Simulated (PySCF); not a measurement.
**[BiCl3]2+: other functionals and bases at one geometry**

An exercise on one series of results from a longer session: the logs are not shown, and one member is left open.

Program: PySCF 2.14.0. Level of theory: several levels, as the steps say, no spin–orbit coupling. These are calculated values, not measurements.

4 further runs of the same task are left out: 2 for a known fault of the program, 1 that didn't finish, 1 set aside as unsound or not needed.

### Where the work starts

4 atoms, charge 2, spin multiplicity 1.

Bond lengths: Bi1–Cl2 2.387 Å, Bi1–Cl3 2.387 Å, Bi1–Cl4 2.387 Å. Angles: Cl2–Bi1–Cl3 120.0°, Cl2–Bi1–Cl4 120.0°, Cl3–Bi1–Cl4 120.0°.

Geometry (Å):

```xyz
4

Bi    0.0000    0.0000   -0.3513
Cl    2.3868    0.0000   -0.3521
Cl   -1.1933    2.0670   -0.3521
Cl   -1.1934   -2.0670   -0.3521
```

Formal oxidation states: Bi +5. An earlier session relaxed this geometry at TPSS, Bi def2-SVP with ECP60, Cl def2-SVP (singlet, point group D3h).

At TPSS on the finer grid: E = -1593.957539 Eh, HOMO -19.52 eV, LUMO -18.49 eV, Mulliken charge on Bi1 +1.34 e, largest force component 0.012 eV/Å. 

Levels to run: CAM-B3LYP; r2SCAN; M06-L; PBE0; TPSS, TZVP; TPSS, x2c-SVP. Hardware: 2 threads of Arm Neoverse V2, shared host.

Set-up of the first run:

File run.py (the lines that set the calculation):

```python
mol = gto.M(atom='''
Bi     0.00000     0.00000    -0.35125
Cl     2.38675    -0.00003    -0.35214
Cl    -1.19335     2.06700    -0.35214
Cl    -1.19340    -2.06697    -0.35214''',
    basis={'Bi': 'def2-SVP', 'Cl': 'def2-SVP'},
    ecp={'Bi': 'def2-SVP'},
    charge=2, spin=0)
mf = dft.RKS(mol, xc='CAMB3LYP')
mf.grids.atom_grid = (75, 302)
mf = mf.density_fit()  # fitting sets: Bi def2-universal-JKFIT, Cl def2-universal-JKFIT
mf.conv_tol = 1e-08; mf.max_cycle = 55
mf.kernel(dm0)  # dm0: the density of the relaxed state
```

On the command line:

```
OMP_NUM_THREADS=2 python run.py
```

Among the steps run: CAM-B3LYP; r2SCAN; M06-L; PBE0; TPSS, TZVP; TPSS, x2c-SVP.

One table of the session follows, with a row left open; its other results are not shown here.

```
              level  HOMO (eV)  gap (eV)  charge on Bi1 (e)  largest force component (eV/Å)
TPSS (relaxed here)     -19.52      1.03               1.34                            0.01
          CAM-B3LYP     -22.12      5.28               1.34                            0.56
             r2SCAN     -19.77      1.16               1.37                            0.24
              M06-L     -19.71      1.05               1.55                            0.11
               PBE0          ?         ?                  ?                               ?
         TPSS, TZVP     -19.35      1.14               1.37                            0.69
      TPSS, x2c-SVP     -19.53      1.02               1.38                            0.19
```

Q: Estimate the row for PBE0 from the others.

**Answer.** HOMO (eV): -20.82; gap (eV): 2.96; charge on Bi1 (e): 1.37; largest force component (eV/Å): 0.47. In the column «HOMO (eV)» it lies between CAM-B3LYP (-22.12) and r2SCAN (-19.77).

In one basis the HOMO–LUMO gap runs from 1.03 eV (TPSS) to 5.28 eV (CAM-B3LYP). The largest leftover force, 0.69 eV/Å with TPSS, TZVP, stands at a geometry relaxed at another level. Total energies of different levels can't be compared.
